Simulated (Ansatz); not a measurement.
What does this script print? It uses Ansatz 0.2.0 through its Python package.

Script `ba2h3i_formation.py`:
```python
"""Heat of formation of Ba2H3I at zero temperature, after relaxing atoms and volume at fixed cell shape."""

from collections import Counter
from dataclasses import dataclass
import warnings

import ansatz as az
import numpy as np


@dataclass(frozen=True)
class RunConfig:
    xc: str = "LDA"
    max_iterations: int = 95
    k_spacing: float = 0.33
    filling: str = "gaussian"
    smearing_width: float = 0.05


settings = RunConfig()

PHASES = {
    "Ba2H3I": (
        [(4.53640323, 0.0, 0.0), (-2.26820162, 3.92864044, 0.0), (0.0, 0.0, 8.11955412)],
        [
            ("Ba", (2 / 3, 1 / 3, 0.68471938)),
            ("Ba", (1 / 3, 2 / 3, 0.31528062)),
            ("H", (2 / 3, 1 / 3, 0.35610052)),
            ("H", (1 / 3, 2 / 3, 0.64389948)),
            ("H", (0.0, 0.0, 0.5)),
            ("I", (0.0, 0.0, 0.0)),
        ],
    ),
    "Ba": (
        [(-2.5065, 2.5065, 2.5065), (2.5065, -2.5065, 2.5065), (2.5065, 2.5065, -2.5065)],
        [
            ("Ba", (0.0, 0.0, 0.0)),
        ],
    ),
    "H2": (
        [(9.0, 0.0, 0.0), (0.0, 9.5, 0.0), (0.0, 0.0, 10.0)],
        [
            ("H", (0.5, 0.5, 0.4625)),
            ("H", (0.5, 0.5, 0.5375)),
        ],
    ),
    "I": (
        [(3.635035, -2.39502, 0.0), (3.635035, 2.39502, 0.0), (0.0, 0.0, 9.79344)],
        [
            ("I", (0.8507, 0.1493, 0.8844)),
            ("I", (0.3507, 0.6493, 0.6156)),
            ("I", (0.1493, 0.8507, 0.1156)),
            ("I", (0.6493, 0.3507, 0.3844)),
        ],
    ),
}


def build(vectors, sites):
    crystal = az.Crystal(lattice=az.Lattice.of(vectors))
    for symbol, position in sites:
        crystal = crystal.atom(symbol, position)
    return crystal

GASES = {"H2"}


def ground_state(name, crystal):
    calc = (
        crystal.calculation()
        .basis(21 * az.Ha)
        .functional(settings.xc)
        .scf(max_iterations=settings.max_iterations)
        .kpoints(spacing=settings.k_spacing)
        .occupations(settings.filling, width=settings.smearing_width)
        .stress()
    )
    if name in GASES:
        return calc.kpoints(1, 1, 1).relax(force_tolerance=0.01, max_steps=30).run(threads=1, backend="cpu")
    calc = calc.relax(force_tolerance=0.01, max_steps=30, fix_cell=["shape"])
    return calc.run(threads=1, backend="cpu")


def counts(outcome):
    return Counter(site.symbol for site in outcome.lattice.sites)

def formation_energy(outcome, mu):
    n = counts(outcome)
    return (outcome.report["energy_sigma0_ev"] - sum(k * mu[element] for element, k in n.items())) / sum(n.values())


def volume_per_atom(outcome):
    return abs(np.linalg.det(outcome.lattice.cell_ang)) / len(outcome.lattice.sites)

warnings.simplefilter("ignore", az.DeckWarning)

phases = {name: build(*cell) for name, cell in PHASES.items()}

done = {name: ground_state(name, crystal) for name, crystal in phases.items()}

# chemical potentials of the elements at zero temperature
references = {"Ba": "Ba", "H": "H2", "I": "I"}
mu = {element: done[name].report["energy_sigma0_ev"] / len(done[name].lattice.sites) for element, name in references.items()}

target = done["Ba2H3I"]
heat = formation_energy(target, mu)
rows = [(name, len(o.lattice.sites), volume_per_atom(o), formation_energy(o, mu)) for name, o in done.items()]
print("     phase       atoms  V (A^3/atom)  E_form (eV/atom)")
for row in rows:
    print(f"{str(row[0]):>10}  {row[1]:10d}  {row[2]:12.3f}  {row[3]:16.4f}")
# no correction for the overbinding of the gas molecule is applied
```

```console
$ python ba2h3i_formation.py
     phase       atoms  V (A^3/atom)  E_form (eV/atom)
    Ba2H3I           6        21.629           -1.0244
        Ba           1        54.819            0.0000
        H2           2       427.500            0.0000
         I           4        36.562            0.0000
```

What to keep in mind:
- The program warned that this SCF threshold is loose for forces or stresses.
- Atoms and volume are relaxed with the cell's shape held, which in cells of lower than cubic symmetry can hide stresses and shift volumes.
- The cells come from databases of deposited and of computed structures, and not all need be stable phases.
- The compound is the structure given, not necessarily its lowest; energies are at zero temperature, with no correction for gases. A semilocal functional's error on such energies is often 0.05 to 0.1 eV an atom, and 0.1 to 0.3 eV against gases such as O2 or F2.
- The script silences the warnings on its input, which a real study should read.
- Run time: 63 s on 1 thread of Arm Neoverse V2, on a shared host, peak memory 0.58 GiB.

(Lines on the test bed's own set-up are left out of the output.)
